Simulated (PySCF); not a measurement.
# Cs: dipole response in aug-cc-pVQZ-X2C

How polarisable is Cs at the levels listed below?

Method: unrestricted determinants in a Gaussian basis, no spin-orbit coupling in the energies. Code: PySCF 2.14.0.

## (1) Starting point

| Property | Result |
| --- | --- |
| Element | caesium (Z = 55) |
| Basis | aug-cc-pVQZ-X2C (10s9p7d4f2g, 118 functions) |
| Hamiltonian | scalar relativity by spin-free X2C-1e |
| State 1 | Cs: [Xe] 6s1, 2S determinant |
| Methods | UHF, PBE |

Outer shells as boxes (Hund's rule):

Cs [Xe] 6s1
```
[Xe] core
6s [↑ ]
```

The runs were made by one driver on top of PySCF. The scripts below sum up each run's settings (the driver also hands on starting orbitals that pick excited configurations, and frozen orbitals as a list rather than a count), and the logs come from the driver's own runs. The driver starts from symmetry-adapted Hartree-Fock orbitals, holds the occupation by maximum overlap and uses a logarithmic radial grid for functionals, so a plain start would take other cycles.

The integrals over 118 functions and the set-up took 25 s of CPU time.

## (2) Cs, method by method

#### UHF

input.py reads:

```python
from pyscf import gto, scf, dft, mp, cc
import basis_set_exchange as bse
mol = gto.M(atom="Cs 0 0 0", charge=0, spin=1, symmetry="D2h",
            basis=gto.basis.parse(bse.get_basis("aug-cc-pVQZ-X2C", elements=["Cs"], fmt="nwchem")),
            nucmod="G")
mf = scf.UHF(mol).sfx2c1e()
mf.irrep_nelec = {'Ag': (10, 9), 'B1g': (2, 2), 'B2g': (2, 2), 'B3g': (2, 2), 'B1u': (4, 4), 'B2u': (4, 4), 'B3u': (4, 4)}
mf.kernel()
```

The program printed:

```text
damping factor = 0
level_shift factor = 0
DIIS = <class 'pyscf.scf.diis.CDIIS'>
diis_start_cycle = 1
diis_space = 10
diis_damp = 0
SCF conv_tol = 1e-09
SCF conv_tol_grad = None
number electrons alpha = 28  beta = 27
cycle= 1 E= -7783.10297897611  delta_E= -1.69e-10  |g|= 2.95e-06  |ddm|= 0.000433
converged SCF energy = -7783.10297897611  <S^2> = 0.75046151  2S+1 = 2.0004615
```

It used 23 s of CPU time after the integrals (shared host).

The occupied shells:

| shell | electrons | mean orbital energy (eV) | spread (eV) | rms radius (bohr) |
| --- | --- | --- | --- | --- |
| 1s α | 1 | -36157.4 | 0 | 0.0298 |
| 1s β | 1 | -36157.4 | 0 | 0.0298 |
| 2s α | 1 | -5775.7 | 0 | 0.121 |
| 2s β | 1 | -5775.7 | 0 | 0.121 |
| 2p α | 3 | -5178.5 | 0 | 0.108 |
| 2p β | 3 | -5178.5 | 0 | 0.108 |
| 3s α | 1 | -1245.4 | 0 | 0.318 |
| 3s β | 1 | -1245.4 | 0 | 0.318 |
| 3p α | 3 | -1048.1 | 0 | 0.318 |
| 3p β | 3 | -1048.1 | 0 | 0.318 |
| 3d α | 5 | -756.63 | 0 | 0.296 |
| 3d β | 5 | -756.63 | 0 | 0.296 |
| 4s α | 1 | -253.82 | 0 | 0.738 |
| 4s β | 1 | -253.78 | 0 | 0.738 |
| 4p α | 3 | -187.89 | 0 | 0.787 |
| 4p β | 3 | -187.88 | 0 | 0.787 |
| 4d α | 5 | -88.456 | 0 | 0.902 |
| 4d β | 5 | -88.443 | 0 | 0.902 |
| 5s α | 1 | -35.666 | 0 | 1.88 |
| 5s β | 1 | -35.553 | 0 | 1.88 |
| 5p α | 3 | -18.549 | 0 | 2.23 |
| 5p β | 3 | -18.494 | 0 | 2.23 |
| 6s α | 1 | -3.495 | 0 | 6.47 |

⟨S²⟩ = 0.750, ⟨L²⟩ = 0.00.

The driver then solved the coupled dipole response at imaginary frequencies: mean α = 662.3 bohr³, C₆ = 14040 au for a like pair.

The p, d and f levels are scalar averages; spin-orbit coupling splits them strongly at this Z.

#### PBE

input.py differs from the last one in:

```diff
@@ -5,3 +5,3 @@
             nucmod="G")
-mf = scf.UHF(mol).sfx2c1e()
+mf = dft.UKS(mol, xc="PBE").sfx2c1e()
 mf.irrep_nelec = {'Ag': (10, 9), 'B1g': (2, 2), 'B2g': (2, 2), 'B3g': (2, 2), 'B1u': (4, 4), 'B2u': (4, 4), 'B3u': (4, 4)}
```

The program printed:

```text
damping factor = 0
level_shift factor = 0
DIIS = <class 'pyscf.scf.diis.CDIIS'>
diis_start_cycle = 1
diis_space = 10
diis_damp = 0
SCF conv_tol = 1e-09
SCF conv_tol_grad = None
number electrons alpha = 28  beta = 27
XC functionals = PBE
    J. P. Perdew, K. Burke, and M. Ernzerhof.,  Phys. Rev. Lett. 77, 3865 (1996)
    J. P. Perdew, K. Burke, and M. Ernzerhof.,  Phys. Rev. Lett. 78, 1396 (1997)
    J. P. Perdew, K. Burke, and M. Ernzerhof.,  Phys. Rev. Lett. 77, 3865 (1996)
    J. P. Perdew, K. Burke, and M. Ernzerhof.,  Phys. Rev. Lett. 78, 1396 (1997)
cycle= 1 E= -7785.69433846805  delta_E= -0.00427  |g|= 0.0176  |ddm|= 3.92
cycle= 2 E= -7785.6945274975  delta_E= -0.000189  |g|= 0.00976  |ddm|= 1.56
cycle= 3 E= -7785.69458414005  delta_E= -5.66e-05  |g|= 0.000242  |ddm|= 0.503
cycle= 4 E= -7785.69458421906  delta_E= -7.9e-08  |g|= 2.29e-05  |ddm|= 0.0225
cycle= 5 E= -7785.69458422  delta_E= -9.35e-10  |g|= 6.84e-07  |ddm|= 0.0022
converged SCF energy = -7785.69458422  <S^2> = 0.75011744  2S+1 = 2.0001174
```

It used 14 s of CPU time after the integrals (shared host).

The driver then solved the coupled dipole response at imaginary frequencies: mean α = 468.8 bohr³, C₆ = 8565 au for a like pair.

Radial density 4πr²ρ of Cs at UHF, without picture-change correction:

| r (bohr) | density | spin density |
| --- | --- | --- |
| 0.000417 | 0.845 | 0.000 |
| 0.000701 | 1.92 | 0.000 |
| 0.00118 | 4.31 | 0.000 |
| 0.00198 | 9.38 | 0.000 |
| 0.00334 | 19.3 | 0.000 |
| 0.00561 | 36.3 | 0.001 |
| 0.00944 | 58.2 | 0.001 |
| 0.0159 | 72.4 | 0.001 |
| 0.0267 | 66.0 | 0.000 |
| 0.0449 | 67.1 | 0.000 |
| 0.0755 | 93.0 | 0.002 |
| 0.127 | 71.7 | 0.000 |
| 0.214 | 78.5 | 0.004 |
| 0.359 | 42.3 | 0.000 |
| 0.605 | 30.9 | 0.007 |
| 1.02 | 14.9 | 0.011 |
| 1.71 | 6.02 | 0.007 |
| 2.88 | 1.65 | 0.044 |
| 4.84 | 0.250 | 0.205 |
| 8.14 | 0.0899 | 0.090 |
| 13.7 | 0.00318 | 0.003 |

## (3) The response side by side

Cs, in atomic units:

| method | mean α | C₆ (like pair) | S(−4) |
| --- | --- | --- | --- |
| UHF | 662.3 | 14040 | 391300 |
| PBE | 468.8 | 8565 | 193900 |

Reference α: 400.9 ± 0.7 bohr³ (recommended; Schwerdtfeger and Nagle, table of static dipole polarizabilities (2023 update)). Published C₆: 6660 (Gould and Bucko (2016)).

α(iu) at PBE:

| u (hartree) | α(iu) (bohr³) |
| --- | --- |
| 0 | 468.8 |
| 0.0500 | 234.9 |
| 0.100 | 101.9 |
| 0.200 | 40.00 |
| 0.300 | 24.98 |
| 0.500 | 14.64 |
| 0.750 | 9.293 |
| 1.00 | 6.445 |
| 1.50 | 3.617 |
| 2.00 | 2.329 |
| 3.00 | 1.225 |
| 5.00 | 0.5268 |

## (4) Results

| quantity | value |
| --- | --- |
| α of Cs | 468.8 (PBE) to 662.3 (UHF) bohr³; reference 400.9 |

In words: For Cs PBE is nearest the reference (+17 %). The basis is finite, and no extrapolation was made.
